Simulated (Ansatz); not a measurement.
Write a Python script for the Ansatz DFT code, driven from Python that makes a convergence test of the k-point mesh of HfOs, space group Pm-3m. Level of theory (first run): LDA, PAW, the default cutoff (420 eV here), 2×2×2 k-points, Methfessel-Paxton smearing of 0.1 eV. The script varies mesh: (2, 2, 2), (3, 3, 3), (4, 4, 4), (6, 6, 6), (7, 7, 7), (9, 9, 9).

```
CELL_PARAMETERS angstrom
3.23900 0.00000 0.00000
0.00000 3.23900 0.00000
0.00000 0.00000 3.23900
ATOMIC_POSITIONS crystal
Hf 0.00000 0.00000 0.00000
Os 0.50000 0.50000 0.50000
```

Script `kconv.py`:
```python
"""Convergence of HfOs with the k-point mesh."""

import warnings

import ansatz as az
import pandas as pd

XC = "LDA"
FILLING = "methfessel_paxton"
SMEARING_WIDTH = 0.1

warnings.simplefilter("ignore", az.DeckWarning)

system = (
    az.Lattice.from_parameters(3.239, 3.239, 3.239, alpha=90.0, beta=90.0, gamma=90.0)
    .atom("Hf", (0.0, 0.0, 0.0))
    .atom("Os", (0.5, 0.5, 0.5))
)

calculation = system.calculation()
calculation = calculation.functional(XC).occupations(FILLING, width=SMEARING_WIDTH)
calculation = calculation.forces()
calculation = calculation.stress()

rows = []
for value in [(2, 2, 2), (3, 3, 3), (4, 4, 4), (6, 6, 6), (7, 7, 7), (9, 9, 9)]:
    rep = calculation.kpoints(*value).run().report
    rows.append((value, rep["free_energy_ev"] / len(rep["lattice"]["sites"]), rep["n_iterations"], sum(rep["stress_gpa"][i][i] for i in range(3)) / 3, max(abs(f) for row in rep["forces_ev_ang"] for f in row), rep["n_kpoints"]))

table = pd.DataFrame(rows, columns=["mesh", "F/atom (eV)", "iterations", "P (GPa)", "max component (eV/A)", "k-points"])
print(table.round(5).to_string(index=False))

# differences from the last row
for row in rows[:-1]:
    shift = 1000 * (row[1] - rows[-1][1])
    print(f"{row[0]}: {shift:+.2f} meV/atom" + ("  (within 5 meV)" if abs(shift) < 5 else ""))
```

```console
$ python kconv.py
     mesh  F/atom (eV)  iterations  P (GPa)  max component (eV/A)  k-points
(2, 2, 2) -13296.99253          11 -4.39337                   0.0         4
(3, 3, 3) -13298.42674           7 -8.20597                   0.0         4
(4, 4, 4) -13298.23118           7 -7.93104                   0.0        10
(6, 6, 6) -13298.29019           7 -8.13977                   0.0        20
(7, 7, 7) -13298.32481           7 -8.11973                   0.0        20
(9, 9, 9) -13298.31532           8 -8.03730                   0.0        35
(2, 2, 2): +1322.79 meV/atom
(3, 3, 3): -111.42 meV/atom
(4, 4, 4): +84.14 meV/atom
(6, 6, 6): +25.12 meV/atom
(7, 7, 7): -9.50 meV/atom
```

Forces vanish by symmetry here and test nothing. Pressure is positive in compression. Spin-orbit coupling, which matters for elements this heavy, is left out. At these settings the cell as given stands under about -8 GPa, so it isn't at this functional's equilibrium volume. The structure is a deposited one; some such entries were measured under pressure or heat, so a shift against it needn't be the functional's error alone. Shifts are counted from the finest mesh, which is itself no proven limit. Wall time of the script: 5.3 s on 1 thread of Intel(R) Xeon(R) Platinum 8488C (Sapphire Rapids), with other jobs on the host, peak memory 0.47 GiB.

(Lines on the test bed's own set-up are left out of the output.)
